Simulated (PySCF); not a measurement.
# C2H9ClO2SSi2: the cost of one run

Programs: PySCF 2.14.0, with routines of our own; each step states its level. All values are computed. Atoms count from 0.

## Step 1: The system as given

17 atoms, charge 0, multiplicity 1; geometry from: GFN2-xTB.

## Step 2: Magnetic properties: GIAO PBE0/pcSseg-1

The job: settings as JSON, then the geometry in Å.

```
{"job": {"kind": "mag", "xc": "PBE0", "basis": "pcSseg-1", "isotopologues": 2}, "charge": 0, "multiplicity": 1}
O      1.197115    -1.318315     1.458932
S      1.646335    -0.660447     0.274159
O      2.170413     0.662425     0.390796
Cl     3.155561    -1.804856    -0.473037
C      0.410754    -0.747836    -1.014890
C     -0.733765     0.088879    -0.505941
Si    -1.486951    -0.671214     1.084694
Si    -0.211160     1.923417    -0.312017
H      0.889474    -0.358336    -1.911692
H      0.179418    -1.805116    -1.132321
H     -1.512119     0.056245    -1.276178
H     -2.903957    -0.284186     1.028257
H     -0.933242    -0.144161     2.321119
H     -1.418232    -2.129630     0.981634
H      0.253720     2.276375     1.019493
H      0.738140     2.253451    -1.376147
H     -1.448501     2.675336    -0.566771
```

With the program's defaults for keys left out, this is: GIAO PBE0/pcSseg-1 magnetisability, rotational g tensor and spin-rotation constants, non-relativistic, gas phase.

Command:

```console
$ OMP_NUM_THREADS=1 python excited_run.py task.json out
```

This one command runs all jobs of the session in turn.

Q: Estimate the wall time and peak memory of this first job on 1 thread of Arm Neoverse V1, shared host.

About 61 s, with a peak of 0.97 GiB.
